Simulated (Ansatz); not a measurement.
# PBE/6-31G(d) (spherical functions) run of GaSiH7O (SMILES [SiH3][OH+][GaH3-])

What is the electronic atomisation energy of GaSiH7O at PBE/6-31G* (spherical functions)? 

Program for the calculation: Ansatz 0.2.0.

67 further runs of the same task are left out: 1 that didn't finish, 66 set aside as unsound or not needed.

**1. Starting point**

GaSiH7O: 10 atoms, total charge 0, spin state singlet. As SMILES, `[SiH3][OH+][GaH3-]`. Geometry: relaxed at PBE0-D4/def2-TZVP.

Bond lengths: Si1–O2 1.685 Å, O2–Ga3 2.176 Å, Si1–H4 1.485 Å, Si1–H5 1.480 Å, Si1–H6 1.475 Å, O2–H7 0.960 Å, Ga3–H8 1.571 Å, Ga3–H9 1.583 Å, Ga3–H10 1.578 Å. Some angles: Si1–O2–Ga3 118.1°, Si1–O2–H7 117.7°, Ga3–O2–H7 112.1°, O2–Si1–H4 106.7°, O2–Si1–H5 110.5°, O2–Si1–H6 105.9°, O2–Ga3–H8 100.1°, O2–Ga3–H9 92.2°, O2–Ga3–H10 95.6°, H4–Si1–H5 110.0°.

**2. A single-point energy at PBE/6-31G(d) (spherical functions)**

Input file job.yaml:

```yaml
crystal:
  periodic: [false, false, false]
  atoms:
    - symbol: Si
      position_ang: [-0.484700, 0.680100, -1.289300]
    - symbol: O
      position_ang: [-0.772200, -0.233700, 0.097500]
    - symbol: Ga
      position_ang: [0.882100, -0.551000, 1.475200]
    - symbol: H
      position_ang: [-1.767100, 0.740000, -2.035000]
    - symbol: H
      position_ang: [0.556000, 0.040700, -2.124900]
    - symbol: H
      position_ang: [-0.069600, 2.013200, -0.814500]
    - symbol: H
      position_ang: [-1.323900, -1.014800, 0.010100]
    - symbol: H
      position_ang: [0.306600, 0.146600, 2.760300]
    - symbol: H
      position_ang: [1.885600, 0.253500, 0.552600]
    - symbol: H
      position_ang: [0.870300, -2.125600, 1.370900]
basis:
  gaussian:
    orbitals: 6-31G_st_-spherical.json
hamiltonian:
  xc: pbe
accuracy: high
output: {orbitals: {seedname: orbitals}}
```

The basis set 6-31G* is read from a file made from the Basis Set Exchange's data (not shown).

Run with:

```
ansatz run job.yaml --threads 1 --pin off --max-ram 3480MiB --events-out events.jsonl --progress --plain --runs-dir runs
```

The log of the run:

```text
Warning: RAYON_NUM_THREADS=1 ignored (pool sized by the plan → 1); use --threads N
Functional definition: PBE
  name "PBE"
  parameter kappa = 0.804
  parameter beta = 0.06672455060314922
  exchange = pbe_x(kappa = kappa, mu = beta*pi^2/3)
  correlation = pbe_c(beta = beta)
1782 factors; integrals over basis functions are off by at most 4.7e-9 eV
mean field evaluation 1: about -62388.7639 eV, gradient 5.5e1 eV
mean field evaluation 2: about -62371.7924 eV, gradient 1.1e2 eV
mean field evaluation 4: about -62393.7222 eV, gradient 6.7e0 eV
mean field evaluation 8: about -62393.7557 eV, gradient 3.5e-2 eV
mean field evaluation 16: about -62393.7557 eV, gradient 1.2e-6 eV
mean field -62393.75569425 eV, -2292.9282297573 hartree, gradient 7.8e-8 eV, S^2 0.000000; 0 other end points of the search recorded, 0 dependent functions left out
reference -62393.75569960 eV, -2292.9282299537 hartree; 30, 30 occupied and 48, 48 virtual orbitals, 1782 factors
Total energy: -62393.75569960 eV, -2292.9282299537 hartree
```

Wall time 7.5 s (1 thread of Arm Neoverse V1, shared host); peak memory 0.21 GiB.

**3. The Ga atom, same level**

Input file job.yaml:

```yaml
crystal:
  periodic: [false, false, false]
  atoms:
    - {symbol: Ga, position_ang: [0.000000, 0.000000, 0.000000]}
basis:
  gaussian: {orbitals: 6-31G_st_-spherical.json}
accuracy: high
hamiltonian: {xc: pbe}
magnetization: {spin_polarized: true, initial_magnetization: 1}
```

The basis set 6-31G* is read from a file made from the Basis Set Exchange's data (not shown).

Run the same way, it converges to -1924.24386 Eh (log not shown).

**4. The H atom at the same level**

Input file in.yaml:

```yaml
crystal:
  periodic: [false, false, false]
  atoms:
    - symbol: H
      position_ang: [0.000000, 0.000000, 0.000000]
basis:
  gaussian:
    orbitals: "6-31G*"
magnetization:
  spin_polarized: true
  initial_magnetization: 1
hamiltonian:
  xc: {name: PBE}
accuracy: high
```

Run the same way, it converges to -0.49743 Eh (log not shown).

**5. The O atom, same level**

Input file input.yaml:

```yaml
crystal:
  periodic: [false, false, false]
  atoms:
    - symbol: O
      position_ang: [0.000000, 0.000000, 0.000000]
basis:
  gaussian:
    orbitals: 6-31G_st_-spherical.json
magnetization:
  spin_polarized: true
  initial_magnetization: 2
hamiltonian:
  xc: {name: PBE}
accuracy: high
```

The basis set 6-31G* is read from a file made from the Basis Set Exchange's data (not shown).

Run the same way, it converges to -74.97241 Eh (log not shown).

**6. The Si atom at the same level**

Input file in.yaml:

```yaml
crystal:
  periodic: [false, false, false]
  atoms:
    - {symbol: Si, position_ang: [0.000000, 0.000000, 0.000000]}
basis:
  gaussian: {orbitals: 6-31G_st_-spherical.json}
hamiltonian: {xc: pbe}
accuracy: high
magnetization: {spin_polarized: true, initial_magnetization: 2}
```

The basis set 6-31G* is read from a file made from the Basis Set Exchange's data (not shown).

Run with:

```
ansatz run in.yaml --threads 1 --pin off --max-ram 3480MiB --events-out events.jsonl --progress --plain --runs-dir runs
```

The log of the run, cut to the lines that bear on the results:

```text
Warning: RAYON_NUM_THREADS=1 ignored (pool sized by the plan → 1); use --threads N
[... 6 set-up lines as earlier in the session ...]
141 factors; integrals over basis functions are off by at most 2.6e-9 eV
mean field evaluation 1: about -7869.4462 eV, gradient 2.6e0 eV
mean field evaluation 2: about -7869.5206 eV, gradient 1.1e0 eV
mean field evaluation 4: about -7869.5329 eV, gradient 1.5e-1 eV
mean field evaluation 8: about -7869.5331 eV, gradient 5.2e-5 eV
mean field evaluation 16: about -7869.5331 eV, gradient 4.7e-2 eV
mean field evaluation 32: about -7869.5331 eV, gradient 1.9e-8 eV
mean field -7869.53312343 eV, -289.2000081248 hartree, gradient 1.9e-8 eV, S^2 2.001830; 2 other end points of the search recorded, 0 dependent functions left out
reference -7869.53312538 eV, -289.2000081965 hartree; 8, 6 occupied and 10, 12 virtual orbitals, 141 factors
Total energy: -7869.53312538 eV, -289.2000081965 hartree
```

Run time: 1 s. Hardware: 1 thread of Arm Neoverse V1, shared host.

**7. What came out**

Level: PBE/6-31G* (spherical functions).

```
                     quantity           value
       molecule: total energy  -2292.92823 Eh
        molecule: HOMO energy        -6.45 eV
        molecule: LUMO energy        -1.53 eV
      molecule: HOMO–LUMO gap         4.91 eV
        Ga atom: total energy  -1924.24386 Eh
                Ga atom: ⟨S²⟩           0.752
         H atom: total energy     -0.49743 Eh
                 H atom: ⟨S²⟩           0.750
         O atom: total energy    -74.97241 Eh
                 O atom: ⟨S²⟩           2.002
        Si atom: total energy   -289.20001 Eh
                Si atom: ⟨S²⟩           2.002
electronic atomisation energy       28.026 eV
```

Taking the molecule apart into free atoms costs 28.03 eV (2704 kJ/mol), before zero-point energy and without spin-orbit coupling.
